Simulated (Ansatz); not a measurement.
# ZnSiBH5: small, medium and large basis sets

Aim: see how fast density functionals converge with the basis set for ZnSiBH5.

Program: Ansatz 0.2.0, Gaussian basis. Level of theory: one geometry, several basis sets. These are calculated values, not measurements.

The runs, in order: PBE0-D4/def2-SVP; ωB97M-V/def2-SVP; PBE0-D4/def2-QZVPP; ωB97M-V/def2-QZVPP; the functionals' def2-TZVPP values are taken from earlier runs.

**1. The relaxed structure**

An earlier PBE0-D4/def2-TZVP relaxation fixed the geometry.

SMILES `[BH2][Zn][SiH3]`, 8 atoms, charge 0, spin multiplicity 1.

Atoms are counted from 1 here; the program's logs count them from 0.

Bond lengths: B1–Zn2 2.090 Å, B1–H4 1.200 Å, B1–H5 1.200 Å, Zn2–Si3 2.396 Å, Si3–H6 1.494 Å, Si3–H7 1.494 Å, Si3–H8 1.494 Å. Angles: Zn2–B1–H4 122.6°, Zn2–B1–H5 122.6°, H4–B1–H5 114.8°, B1–Zn2–Si3 179.9°, Zn2–Si3–H6 112.4°, Zn2–Si3–H7 112.5°, Zn2–Si3–H8 112.5°, H6–Si3–H7 106.3°, H6–Si3–H8 106.3°, H7–Si3–H8 106.3°.

**2. PBE0-D4 in def2-SVP**

File in.yaml:

```yaml
crystal:
  periodic: [false, false, false]
  atoms:
    - {symbol: B, position_ang: [-1.373449, 1.326792, -1.692008]}
    - {symbol: Zn, position_ang: [-0.239381, 0.235492, -0.316112]}
    - {symbol: Si, position_ang: [1.056961, -1.014379, 1.263950]}
    - {symbol: H, position_ang: [-1.852058, 0.830447, -2.674181]}
    - {symbol: H, position_ang: [-1.597287, 2.498456, -1.560879]}
    - {symbol: H, position_ang: [0.572961, -0.834915, 2.665558]}
    - {symbol: H, position_ang: [1.027809, -2.483090, 0.994423]}
    - {symbol: H, position_ang: [2.496544, -0.615902, 1.263450]}
basis:
  gaussian: {orbitals: def2-SVP}
hamiltonian: {xc: pbe0, dispersion: d4}
output: {orbitals: {seedname: orbitals}}
```

On the command line:

```bash
$ ansatz run in.yaml --threads 2 --pin off --events-out ev --progress --plain --max-ram 4352MiB
```

Further steps of the session: ωB97M-V in def2-SVP; PBE0-D4 in def2-QZVPP; ωB97M-V in def2-QZVPP.

**Question.** What will the summary of the whole plan be? Wanted: PBE0-D4: double and triple zeta above quadruple; ωB97M-V: double and triple zeta above quadruple.

As calculated:

| quantity | value |
| --- | --- |
| PBE0-D4: double and triple zeta above quadruple | 11.99, 1.47 eV |
| ωB97M-V: double and triple zeta above quadruple | 12.05, 1.42 eV |

For PBE0-D4 the step from double to triple zeta gains 10.52 eV and the next only 1.47 eV. These are total energies; as a rule much of such shifts cancels in differences, which this series doesn't test.
